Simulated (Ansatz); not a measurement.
# CdBrF: ionisation energy by level of theory

One table from this session's results is given with a row withheld; the runs are named, their logs left out.

Computed with Ansatz 0.2.0, Gaussian basis. Level: unrestricted cation, the program's frozen cores in correlated methods.

Levels to be run: UKS PBE-D4/def2-TZVPP; UKS r2SCAN-D4/def2-TZVPP; UKS PBE0-D4/def2-TZVPP; UKS B3LYP-D4/def2-TZVPP; UKS wB97X-V/def2-TZVPP; UKS wB97M-V/def2-TZVPP; UKS B2PLYP/def2-TZVPP; UHF-CCSD(T)/def2-TZVPP; UHF-MP2/def2-QZVPP; extrapolation to the limit; then −ε(HOMO) from the neutral's earlier runs with LDA (SPW92), PBE-D4, revPBE-D4, BLYP-D4, r2SCAN-D4, B97M-V, PBE0-D4, B3LYP-D4, r2SCANh-D4, r2SCAN0-D4, HSE06-D4, BHLYP-D4, CAM-B3LYP-D4, LC-ωPBE, ωB97X-V, ωB97M-V.

## Structure used throughout

An earlier PBE0-D4 in a triple-zeta def2 set relaxation fixed the geometry. Cd takes the def2 core potential; no spin-orbit term is included.

3 atoms, charge 0, spin multiplicity 1.

Atoms are counted from 1 here; the program's logs count them from 0.

Bond lengths: F1–Cd2 1.934 Å, Cd2–Br3 2.384 Å. Angles: F1–Cd2–Br3 180.0°.

Geometry (Å):

```mol
BrCdF
  3D, bonds by distance, orders not assigned

  3  2  0  0  0  0  0  0  0  0999 V2000
   -0.4797    2.0065   -0.0518 F   0  0
   -0.0379    0.1246   -0.0078 Cd  0  0
    0.5067   -2.1958    0.0463 Br  0  0
  1  2  8  0
  2  3  8  0
M  END
```

Set-up of the first run:

in.yaml

```yaml
crystal:
  periodic: [false, false, false]
  atoms:
    - {symbol: F, position_ang: [-0.479658, 2.006531, -0.051751]}
    - {symbol: Cd, position_ang: [-0.037927, 0.124579, -0.007838]}
    - {symbol: Br, position_ang: [0.506685, -2.195810, 0.046289]}
basis:
  gaussian: {orbitals: def2-TZVPP}
total_charge: 1
magnetization: {spin_polarized: true, initial_magnetization: 1}
hamiltonian: {xc: pbe, dispersion: d4}
```

Started as:

```bash
> ansatz run in.yaml --threads 4 --pin off --events-out ev --progress --plain --max-ram 10444MiB
```

Among the steps run: Cation, UKS PBE-D4/def2-TZVPP; Cation, UKS r2SCAN-D4/def2-TZVPP; Cation, UKS PBE0-D4/def2-TZVPP; Cation, UKS B3LYP-D4/def2-TZVPP; Cation, UKS wB97X-V/def2-TZVPP; Cation, UKS wB97M-V/def2-TZVPP; Cation, UKS B2PLYP (frozen core)/def2-TZVPP; Cation, UHF-CCSD(T)/def2-TZVPP; Cation, UHF-MP2/def2-QZVPP.

One of the session's tables, all rows but one given; the rest of the session is left out.

It belongs to the step «Ionisation energies side by side». For comparison, −ε(HOMO) of the neutral from earlier runs:

```
  functional  −ε(HOMO) (eV)
 LDA (SPW92)           7.61
      PBE-D4           7.38
   revPBE-D4           7.30
     BLYP-D4           7.23
   r2SCAN-D4           7.70
      B97M-V           7.72
     PBE0-D4              ?
    B3LYP-D4           8.41
  r2SCANh-D4           8.17
  r2SCAN0-D4           8.87
    HSE06-D4           8.26
    BHLYP-D4           9.77
CAM-B3LYP-D4           9.99
     LC-ωPBE          11.34
     ωB97X-V          10.98
     ωB97M-V          10.86
```

**Question.** Estimate the row for PBE0-D4.

The run gave: −ε(HOMO) (eV): 8.66. In the column «−ε(HOMO) (eV)» it lies between B3LYP-D4 (8.41) and r2SCAN0-D4 (8.87).
